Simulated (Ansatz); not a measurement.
# SiBH4OF: basis-set convergence

How large a basis does SiBH4OF need? Two functionals are run in growing sets.

The runs use Ansatz 0.2.0, Gaussian basis; one geometry, several basis sets.

The runs, in order: PBE0-D4/def2-SVP; ωB97M-V/def2-SVP; PBE0-D4/def2-QZVPP; ωB97M-V/def2-QZVPP; the functionals' def2-TZVPP values are taken from earlier runs.

**1. The relaxed structure**

An earlier PBE0-D4 in a triple-zeta def2 set relaxation fixed the geometry.

8 atoms, charge 0, spin multiplicity 1.

Atoms are counted from 1 here; the program's logs count them from 0.

Bond lengths: B1–Si2 2.016 Å, B1–H5 1.195 Å, B1–H6 1.198 Å, Si2–O3 1.640 Å, Si2–F4 1.606 Å, Si2–H7 1.479 Å, O3–H8 0.959 Å. Angles: Si2–B1–H5 123.6°, Si2–B1–H6 119.4°, H5–B1–H6 117.0°, B1–Si2–O3 111.2°, B1–Si2–F4 105.4°, B1–Si2–H7 118.0°, O3–Si2–F4 110.8°, O3–Si2–H7 104.5°, F4–Si2–H7 106.9°, Si2–O3–H8 117.9°.

**2. PBE0-D4 in def2-SVP**

The input, in.yaml:

```yaml
crystal:
  periodic: [false, false, false]
  atoms:
    - {symbol: B, position_ang: [-1.305102, 0.293313, 0.268484]}
    - {symbol: Si, position_ang: [0.577899, -0.423890, 0.214759]}
    - {symbol: O, position_ang: [1.578207, 0.593831, -0.592736]}
    - {symbol: F, position_ang: [0.472964, -1.838452, -0.539240]}
    - {symbol: H, position_ang: [-1.952194, 0.377831, 1.269372]}
    - {symbol: H, position_ang: [-1.820907, 0.667160, -0.745961]}
    - {symbol: H, position_ang: [1.263040, -0.672120, 1.502121]}
    - {symbol: H, position_ang: [1.278092, 0.945327, -1.432698]}
basis:
  gaussian: {orbitals: def2-SVP}
hamiltonian: {xc: pbe0, dispersion: d4}
output: {orbitals: {seedname: orbitals}}
```

The run is started by

```
ansatz run in.yaml --threads 2 --pin off --events-out ev --progress --plain --max-ram 4352MiB
```

Further steps of the session: ωB97M-V in def2-SVP; PBE0-D4 in def2-QZVPP; ωB97M-V in def2-QZVPP.

Before running them: what should the planned runs give, taken together? Wanted: PBE0-D4: double and triple zeta above quadruple; ωB97M-V: double and triple zeta above quadruple.

The runs gave:

| quantity | value |
| --- | --- |
| PBE0-D4: double and triple zeta above quadruple | 10.50, 0.60 eV |
| ωB97M-V: double and triple zeta above quadruple | 10.67, 0.57 eV |

**Reading.** For PBE0-D4 the step from double to triple zeta gains 9.90 eV and the next only 0.60 eV. Total energies overstate the basis error of differences, where much of it tends to cancel.
